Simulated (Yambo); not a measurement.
# FeO (Wuestite) (Fm-3m) in Yambo: notebook, part 2 of 3

Yambo 5.3.0. The steps go on from the part before.

**4. Optical spectrum, PBEsol, collinear spin, ferromagnetic start**

Contents of optics3.in:

```
optics
chi
Chimod= "IP"
% BndsRnXd
 1 | 31 |
%
% LongDrXd
 1 | 1 | 1 |
%
% QpntsRXd
 1 | 1 |
%
% EnRngeXd
 0 | 10 | eV
%
% DmRngeXd
 0.2 | 0.2 | eV
%
ETStpsXd= 150
```

Contents of scf.in:

```
&CONTROL
  calculation = 'scf'
  prefix = 'pwscf'
  outdir = './tmp'
  pseudo_dir = './pseudo'
/
&SYSTEM
  ibrav = 0
  nat = 2
  ntyp = 2
  ecutwfc = 90
  nbnd = 21
  occupations = 'smearing'
  smearing = 'fd'
  degauss = 0.00367493
  nspin = 2
  starting_magnetization(1) = 0.1875
  starting_magnetization(2) = 0
  force_symmorphic = .true.
/
&ELECTRONS
  conv_thr = 4d-10
  electron_maxstep = 120
  mixing_beta = 0.3
/
ATOMIC_SPECIES
Fe    55.8450 Fe.upf
O     15.9990 O.upf
CELL_PARAMETERS angstrom
   0.0000000000    2.1554000000    2.1554000000
   2.1554000000    0.0000000000    2.1554000000
   2.1554000000    2.1554000000    0.0000000000
ATOMIC_POSITIONS angstrom
Fe     0.0000000000    0.0000000000    0.0000000000
O      2.1554000000    2.1554000000    2.1554000000
K_POINTS automatic
12 12 12 0 0 0
```

Contents of nscf.in:

```
&CONTROL
  calculation = 'nscf'
  prefix = 'pwscf'
  outdir = './tmp'
  pseudo_dir = './pseudo'
/
&SYSTEM
  ibrav = 0
  nat = 2
  ntyp = 2
  ecutwfc = 90
  nbnd = 31
  occupations = 'smearing'
  smearing = 'fd'
  degauss = 0.00367493
  nspin = 2
  starting_magnetization(1) = 0.1875
  starting_magnetization(2) = 0
  force_symmorphic = .true.
/
&ELECTRONS
  conv_thr = 1d-08
  diago_full_acc = .true.
  diago_thr_init = 1d-06
/
ATOMIC_SPECIES
Fe    55.8450 Fe.upf
O     15.9990 O.upf
CELL_PARAMETERS angstrom
   0.0000000000    2.1554000000    2.1554000000
   2.1554000000    0.0000000000    2.1554000000
   2.1554000000    2.1554000000    0.0000000000
ATOMIC_POSITIONS angstrom
Fe     0.0000000000    0.0000000000    0.0000000000
O      2.1554000000    2.1554000000    2.1554000000
K_POINTS automatic
12 12 12 0 0 0
```

Potentials or basis: PseudoDojo 0.4.1 SR PBEsol standard.

Launch:

```console
$ OMP_NUM_THREADS=1 pw.x -in scf.in > scf.out
$ OMP_NUM_THREADS=1 pw.x -in nscf.in > nscf.out
$ cd tmp/pwscf.save; p2y; mv SAVE ../..; cd ../..
$ OMP_NUM_THREADS=1 yambo
$ OMP_NUM_THREADS=1 yambo -F optics3.in -J optics3 -C optics3_out
```

Yambo's report:

```text
[... sections 02.01 to 02.04 as in the set-up run ...]

  [02.05] Energies & Occupations
  ==============================

  [WARNING] Merged spin levels are metallic
  [X] === Spin Independent ===
  [X] Electronic Temperature                        :  0.258606E-1   300.100    [eV K]
  [X] Bosonic    Temperature                        :  0.258606E-1   300.100    [eV K]
  [X] Finite Temperature mode                       : yes
  [X] El. density                                   :  0.10985E+25 [cm-3]
  [X] Fermi Level                                   :  14.54704 [eV]

  [X] === Spin up channel ===
  [X] Conduction Band Min                  [spin UP]:  14.54704 [eV]
  [X] Valence Band Max                     [spin UP]:  14.54704 [eV]
  [X] Filled Bands                         [spin UP]:  13
  [X] Metallic Bands                       [spin UP]:  14  14
  [X] Empty Bands                          [spin UP]:  15  31

  [X] === Spin dn channel ===
  [X] Conduction Band Min                  [spin DN]:  14.54704 [eV]
  [X] Valence Band Max                     [spin DN]:  14.54704 [eV]
  [X] Filled Bands                         [spin DN]:   8
  [X] Metallic Bands                       [spin DN]:   9  13
  [X] Empty Bands                          [spin DN]:  14  31

  [X] === Metallic Characters ===
  [X] N of el / N of met el                [spin UP]:  11.00000   0.01343
  [X] Average metallic occ.                [spin UP]:  0.002239
  [X] N of el / N of met el                [spin DN]:  11.00000   1.13264
  [X] Average metallic occ.                [spin DN]:  0.188774

  [WARNING] [X] Metallic system

  [WARNING] Merged spin levels are metallic

 [03] Transferred momenta grid and indexing
 ==========================================

 IBZ Q-points                                      :   72
 BZ  Q-points                                      :  1728

 K/Q-points units:
 rlu = crystal or reduced units; cc = cartesian coordinates; iku = interal k-units

 Q [ 1]         [rlu]:  0.000000  0.000000  0.000000
 Q [ 2]         [rlu]:  0.33225E-17  0.33225E-17  0.83333E-01
 Q [ 3]         [rlu]: -0.31179E-17 -0.31179E-17  0.16667
 Q [ 4]         [rlu]: -0.31439E-17 -0.31439E-17  0.25000
 Q [ 5]         [rlu]: -0.62357E-17 -0.62357E-17  0.33333
 Q [ 6]         [rlu]:  0.35011E-17  0.35011E-17  0.41667
 Q [ 7]         [rlu]:  0.62877E-17  0.62877E-17 -0.50000
 Q [ 8]         [rlu]: -0.14027E-17  0.83333E-01  0.83333E-01
 Q [ 9]         [rlu]: -0.15589E-17  0.83333E-01  0.16667
 Q [10]         [rlu]:  0.99707E-18  0.83333E-01  0.25000
 Q [11]         [rlu]: -0.31439E-17  0.83333E-01  0.33333
 Q [12]         [rlu]:  0.50601E-17  0.83333E-01  0.41667
 Q [13]         [rlu]:  0.43521E-18  0.83333E-01  0.50000
 Q [14]         [rlu]:  0.37109E-16  0.83333E-01 -0.41667
 Q [15]         [rlu]:  0.12959E-16  0.83333E-01 -0.33333
[... 33 lines left out ...]
 Q [49]         [rlu]:  0.083333  0.250000  0.333333
 Q [50]         [rlu]:  0.083333  0.250000  0.416667

 Remaining 22 points informations can be written running with -fatlog

 [04] Dipoles
 ============

  [04.01] Setup: observables and procedures
  =========================================

  [WF-Oscillators/G space/Transverse up loader] Normalization (few states)  min/max  :  0.86736E-18   1.0000

  [WR./optics3//ndb.dipoles]------------------------------------------------------
   Brillouin Zone Q/K grids (IBZ/BZ)                :    72  1728    72  1728
   RL vectors                                       :  2685 [WF]
   Fragmentation                                    : yes
   Electronic Temperature                           :  300.1000 [K]
   Bosonic    Temperature                           :  300.1000 [K]
   DIP band range                                   :   1  31
   DIP band range limits                            :  14   9
   DIP e/h energy range                             : -1.000000 -1.000000 [eV]
   RL vectors in the sum                            :  2685
   [r,Vnl] included                                 : yes
   Bands ordered                                    : yes
   Direct v evaluation                              : no
   Approach used                                    : G-space v
   Dipoles computed                                 : R V P [G-space]
   Wavefunctions                                    : Perdew, Burke & Ernzerhof SOL(X)+Perdew, Burke & Ernzerhof SOL(C)

  [WARNING] [r,Vnl^pseudo] included in position and velocity dipoles.

  [WARNING] In case H contains other non local terms, these are neglected

 [05] Optics
 ===========

 [X-CG] R(p) Tot o/o(of R):    27018   776005      100

 [WARNING] The system is a metal but Drude term not included.
```

Run time: 81 s. Hardware: 1 thread of Intel Xeon 6975P-C (Granite Rapids), shared host; peak memory 0.3 GiB.

What came out:

| Quantity | Value |
| --- | --- |
| Band gap on the k mesh, mean-field level | none (metal or under the smearing width) |
| Net moment | 4.00 μB per cell |

Dielectric function (along the field direction of the input):
```tsv
energy (eV)	real part	imaginary part
0.27	-0.20	56.31
0.60	-4.47	13.99
0.94	-0.89	5.87
1.28	1.75	3.45
1.61	2.56	2.52
1.95	3.28	1.80
2.28	3.92	1.31
2.62	4.52	1.08
2.95	5.16	0.86
3.29	6.21	1.12
3.62	6.74	2.01
3.96	6.84	2.98
4.30	6.47	4.11
4.63	6.15	4.89
4.97	5.30	5.16
5.30	4.44	5.87
5.64	3.21	5.89
5.97	2.45	5.40
6.31	2.08	4.67
6.64	1.87	4.47
6.98	1.71	4.21
7.32	1.59	4.16
7.65	0.91	3.98
7.99	0.85	3.08
8.32	0.95	2.99
8.66	0.96	2.45
8.99	1.21	2.11
9.33	1.70	1.88
9.66	1.99	2.21
10.00	2.01	2.46
```

Caveat: the intraband (Drude) term of the metal is left out; the ground state has no gap, which makes the many-body step unreliable; spectra need much finer meshes, so this one isn't converged; independent-particle spectra lack excitons; a cell with one magnetic atom can't hold antiferromagnetic order, which such compounds often take; semilocal functionals often make such compounds metallic where correlation or magnetic order opens a gap, which also shifts bond lengths.

**5. Optical spectrum, PBEsol, collinear spin, ferromagnetic start**

Contents of optics4.in:

```
optics
chi
Chimod= "HARTREE"
% BndsRnXd
 1 | 31 |
%
NGsBlkXd= 2 Ry
% LongDrXd
 0 | 1 | 0 |
%
% QpntsRXd
 1 | 1 |
%
% EnRngeXd
 0 | 20 | eV
%
% DmRngeXd
 0.1 | 0.1 | eV
%
ETStpsXd= 200
```

scf.in is that of step 4.

nscf.in is that of step 4.

Potentials or basis: PseudoDojo 0.4.1 SR PBEsol standard.

Launch:

```console
$ OMP_NUM_THREADS=1 pw.x -in scf.in > scf.out
$ OMP_NUM_THREADS=1 pw.x -in nscf.in > nscf.out
$ cd tmp/pwscf.save; p2y; mv SAVE ../..; cd ../..
$ OMP_NUM_THREADS=1 yambo
$ OMP_NUM_THREADS=1 yambo -F optics4.in -J optics4 -C optics4_out
```

Yambo's report:

```text
[... sections 02.01 to 02.04 as in the set-up run ...]

  [02.05] Energies & Occupations
  ==============================

  [WARNING] Merged spin levels are metallic
  [X] === Spin Independent ===
  [X] Electronic Temperature                        :  0.258606E-1   300.100    [eV K]
  [X] Bosonic    Temperature                        :  0.258606E-1   300.100    [eV K]
  [X] Finite Temperature mode                       : yes
  [X] El. density                                   :  0.10985E+25 [cm-3]
  [X] Fermi Level                                   :  14.54704 [eV]

  [X] === Spin up channel ===
  [X] Conduction Band Min                  [spin UP]:  14.54704 [eV]
  [X] Valence Band Max                     [spin UP]:  14.54704 [eV]
  [X] Filled Bands                         [spin UP]:  13
  [X] Metallic Bands                       [spin UP]:  14  14
  [X] Empty Bands                          [spin UP]:  15  31

  [X] === Spin dn channel ===
  [X] Conduction Band Min                  [spin DN]:  14.54704 [eV]
  [X] Valence Band Max                     [spin DN]:  14.54704 [eV]
  [X] Filled Bands                         [spin DN]:   8
  [X] Metallic Bands                       [spin DN]:   9  13
  [X] Empty Bands                          [spin DN]:  14  31

  [X] === Metallic Characters ===
  [X] N of el / N of met el                [spin UP]:  11.00000   0.01343
  [X] Average metallic occ.                [spin UP]:  0.002239
  [X] N of el / N of met el                [spin DN]:  11.00000   1.13264
  [X] Average metallic occ.                [spin DN]:  0.188774

  [WARNING] [X] Metallic system

  [WARNING] Merged spin levels are metallic

 [03] Transferred momenta grid and indexing
 ==========================================

 IBZ Q-points                                      :   72
 BZ  Q-points                                      :  1728

 K/Q-points units:
 rlu = crystal or reduced units; cc = cartesian coordinates; iku = interal k-units

 Q [ 1]         [rlu]:  0.000000  0.000000  0.000000
 Q [ 2]         [rlu]:  0.33225E-17  0.33225E-17  0.83333E-01
 Q [ 3]         [rlu]: -0.31179E-17 -0.31179E-17  0.16667
 Q [ 4]         [rlu]: -0.31439E-17 -0.31439E-17  0.25000
 Q [ 5]         [rlu]: -0.62357E-17 -0.62357E-17  0.33333
 Q [ 6]         [rlu]:  0.35011E-17  0.35011E-17  0.41667
 Q [ 7]         [rlu]:  0.62877E-17  0.62877E-17 -0.50000
 Q [ 8]         [rlu]: -0.14027E-17  0.83333E-01  0.83333E-01
 Q [ 9]         [rlu]: -0.15589E-17  0.83333E-01  0.16667
 Q [10]         [rlu]:  0.99707E-18  0.83333E-01  0.25000
 Q [11]         [rlu]: -0.31439E-17  0.83333E-01  0.33333
 Q [12]         [rlu]:  0.50601E-17  0.83333E-01  0.41667
 Q [13]         [rlu]:  0.43521E-18  0.83333E-01  0.50000
 Q [14]         [rlu]:  0.37109E-16  0.83333E-01 -0.41667
 Q [15]         [rlu]:  0.12959E-16  0.83333E-01 -0.33333
[... 33 lines left out ...]
 Q [49]         [rlu]:  0.083333  0.250000  0.333333
 Q [50]         [rlu]:  0.083333  0.250000  0.416667

 Remaining 22 points informations can be written running with -fatlog

 [04] Dipoles
 ============

  [04.01] Setup: observables and procedures
  =========================================

  [WF-Oscillators/G space/Transverse up loader] Normalization (few states)  min/max  :  0.86736E-18   1.0000

  [WR./optics4//ndb.dipoles]------------------------------------------------------
   Brillouin Zone Q/K grids (IBZ/BZ)                :    72  1728    72  1728
   RL vectors                                       :  2685 [WF]
   Fragmentation                                    : yes
   Electronic Temperature                           :  300.1000 [K]
   Bosonic    Temperature                           :  300.1000 [K]
   DIP band range                                   :   1  31
   DIP band range limits                            :  14   9
   DIP e/h energy range                             : -1.000000 -1.000000 [eV]
   RL vectors in the sum                            :  2685
   [r,Vnl] included                                 : yes
   Bands ordered                                    : yes
   Direct v evaluation                              : no
   Approach used                                    : G-space v
   Dipoles computed                                 : R V P [G-space]
   Wavefunctions                                    : Perdew, Burke & Ernzerhof SOL(X)+Perdew, Burke & Ernzerhof SOL(C)

  [WARNING] [r,Vnl^pseudo] included in position and velocity dipoles.

  [WARNING] In case H contains other non local terms, these are neglected

 [05] Optics
 ===========

 [X-CG] R(p) Tot o/o(of R):    27018   776005      100

 [WARNING] The system is a metal but Drude term not included.
```

It took 85 s on 1 thread of Intel Xeon 6975P-C (Granite Rapids), shared host; peak memory 0.84 GiB.

What came out:

```yaml
Band_gap_on_the_k_mesh_mean-field_level: none (metal or under the smearing width)
Net_moment: 4.00 μB per cell
```

Dielectric function (along the field direction of the input):
```csv
energy (eV),real part,imaginary part
0.30,-38.44,45.68
1.31,1.69,3.01
2.31,3.78,1.10
3.32,6.55,0.84
4.42,6.07,4.14
5.43,4.18,6.19
6.43,1.81,4.75
7.54,1.02,4.42
8.54,0.60,2.50
9.55,1.91,2.08
10.65,2.32,2.65
11.66,1.22,3.50
12.66,0.77,2.29
13.77,1.15,2.10
14.77,1.10,2.22
15.78,1.06,2.68
16.88,-0.33,1.93
17.89,-0.22,1.31
18.89,0.36,1.05
20.00,0.08,1.61
```

Caveat: the intraband (Drude) term of the metal is left out; the ground state has no gap, which makes the many-body step unreliable; spectra need much finer meshes, so this one isn't converged; these spectra lack excitons; a cell with one magnetic atom can't hold antiferromagnetic order, which such compounds often take; semilocal functionals often make such compounds metallic where correlation or magnetic order opens a gap, which also shifts bond lengths.

(Part 2 of 3 ends here.)
